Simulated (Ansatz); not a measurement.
**SnH2Cl2: a ladder of functionals and wavefunction methods**

An exercise on one series of results from a longer session: the logs are not shown, and one member is left open.

The runs use Ansatz 0.2.0, Gaussian basis; functionals in def2-TZVPP, the program's frozen cores in correlated methods.

Plan: LDA (SPW92), PBE-D4, revPBE-D4, BLYP-D4, r2SCAN-D4, B97M-V, PBE0-D4, B3LYP-D4, r2SCANh-D4, r2SCAN0-D4, HSE06-D4, BHLYP-D4, CAM-B3LYP-D4, LC-ωPBE, ωB97X-V, ωB97M-V, B2PLYP, PBE-QIDH; CCSD(T)/def2-SVP; CCSD(T)/def2-TZVPP; MP2/def2-QZVPP; extrapolation to the limit; RPA on PBE.

### The relaxed structure

All runs share one geometry, relaxed beforehand with PBE0-D4 in a triple-zeta def2 set. Sn takes the def2 core potential; no spin-orbit term is included.

5 atoms, charge 0, spin multiplicity 1.

Atoms are counted from 1 here; the program's logs count them from 0.

Bond lengths: Cl1–Sn2 2.316 Å, Sn2–Cl3 2.316 Å, Sn2–H4 1.695 Å, Sn2–H5 1.695 Å. Angles: Cl1–Sn2–Cl3 106.5°, Cl1–Sn2–H4 107.8°, Cl1–Sn2–H5 107.8°, Cl3–Sn2–H4 107.8°, Cl3–Sn2–H5 107.8°, H4–Sn2–H5 118.6°.

Set-up of the first run:

in.yaml

```yaml
crystal:
  periodic: [false, false, false]
  atoms:
    - {symbol: Cl, position_ang: [-1.795273, -0.326183, 1.206485]}
    - {symbol: Sn, position_ang: [0.192391, -0.102919, 0.038596]}
    - {symbol: Cl, position_ang: [-0.250419, 1.295513, -1.753868]}
    - {symbol: H, position_ang: [0.602165, -1.626263, -0.582063]}
    - {symbol: H, position_ang: [1.301036, 0.686252, 1.049448]}
basis:
  gaussian: {orbitals: def2-TZVPP}
hamiltonian: {xc: lda}
output: {orbitals: {seedname: orbitals}}
```

Steps of the session up to this table: LDA; PBE-D4 (GGA); revPBE-D4 (GGA); BLYP-D4 (GGA); r2SCAN-D4 (meta-GGA); B97M-V (meta-GGA); PBE0-D4 (hybrid); B3LYP-D4 (hybrid); r2SCANh-D4 (hybrid); r2SCAN0-D4 (hybrid); HSE06-D4 (hybrid); BHLYP-D4 (hybrid); CAM-B3LYP-D4 (range-separated); LC-ωPBE-D4 (range-separated; the results give it without D4); ωB97X-V (range-separated); ωB97M-V (range-separated); B2PLYP (double hybrid); PBE-QIDH (double hybrid).

One of the session's tables, all rows but one given; the rest of the session is left out.

It belongs to the step «Orbital energies across the functionals». 

```
  functional  HOMO (eV)  gap (eV)
 LDA (SPW92)      -7.67      5.12
      PBE-D4          ?         ?
   revPBE-D4      -7.54      5.32
     BLYP-D4      -7.43      5.17
   r2SCAN-D4      -7.94      5.89
      B97M-V      -8.05      6.02
     PBE0-D4      -8.94      7.57
    B3LYP-D4      -8.68      7.00
  r2SCANh-D4      -8.43      6.72
  r2SCAN0-D4      -9.17      7.96
    HSE06-D4      -8.54      6.80
    BHLYP-D4     -10.16      9.75
CAM-B3LYP-D4     -10.29      9.91
     LC-ωPBE     -11.70     12.57
     ωB97X-V     -11.34     12.08
     ωB97M-V     -11.15     11.72
```

Q: Estimate the row for PBE-D4 from the others.

As computed: HOMO (eV): -7.58; gap (eV): 5.28. In the column «HOMO (eV)» it lies between LDA (SPW92) (-7.67) and revPBE-D4 (-7.54).
